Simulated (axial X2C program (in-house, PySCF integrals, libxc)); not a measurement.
**SbNC: bond lengths and stretches, held linear**

An exercise on one series of results from a longer session: the logs are not shown, and one member is left open.

The runs use an in-house X2C program for linear molecules on PySCF integrals; all-electron X2C, two-component (2c) or spin-free, Sb dyall-v3z, N dyall-av3z, C dyall-v3z.

All values are calculated.

2 further runs of the same task are left out: 2 set aside as unsound or not needed.

Set-up of the first run:

task.json

```json
{"zs": [51, 7, 6], "q": 0, "bas": ["dyall-v3z", "dyall-av3z", "dyall-v3z"], "r0": [2.06, 1.17], "symm": 0, "scan": ["PBE0", "HF", "LDA"], "levels": ["PBE0", "HF", "r2SCAN"], "nst": 2}
```

Keys: zs atomic numbers; q charge; bas basis sets; r0 starting distance in Å; symm equal bonds; scan levels of the two-bond scan (MP2 follows by itself at each HF point); levels methods; nst determinants followed.

Command:

```bash
$ python solin.py task.json out
```

Masses Sb 120.904, N 14.003, C 12.000 u.

Steps of the session up to this table: Scan at PBE0, 2c; Scan at HF, 2c; Scan at LDA, 2c.

One table of the session follows, with a row left open; its other results are not shown here.

```
          level  r(Sb–N) (Å)  r(N–C) (Å)  lower stretch (cm⁻¹)  upper stretch (cm⁻¹)
       PBE0, 2c        2.028       1.176                 455.9                2111.9
         HF, 2c        2.032       1.155                 470.6                2268.6
        LDA, 2c        2.011       1.182                 456.9                2041.7
        MP2, 2c        2.042       1.186                 452.3                2154.5
PBE0, spin-free            ?           ?                     ?                     ?
  HF, spin-free        2.031       1.155                 472.7                2269.1
 LDA, spin-free        2.009       1.182                 459.5                2042.5
 MP2, spin-free        2.040       1.186                 453.9                2154.4
```

Q: Estimate the row for PBE0, spin-free from the others.

The run gave: r(Sb–N) (Å): 2.027; r(N–C) (Å): 1.176; lower stretch (cm⁻¹): 458.1; upper stretch (cm⁻¹): 2112.4. In the column «r(Sb–N) (Å)» it lies between LDA, 2c (2.011) and PBE0, 2c (2.028).

Scans not shown above were run alike.

MP2 freezes inner shells (threshold -2 hartree). The molecule was held linear; bending was not examined, so a bent shape may lie lower. Open-shell Ω = 0 determinants with evenly filled partner blocks cannot be reached by this program, so the Ω shown need not be the lowest component. Note: several unpaired electrons, one determinant need not be a pure state.
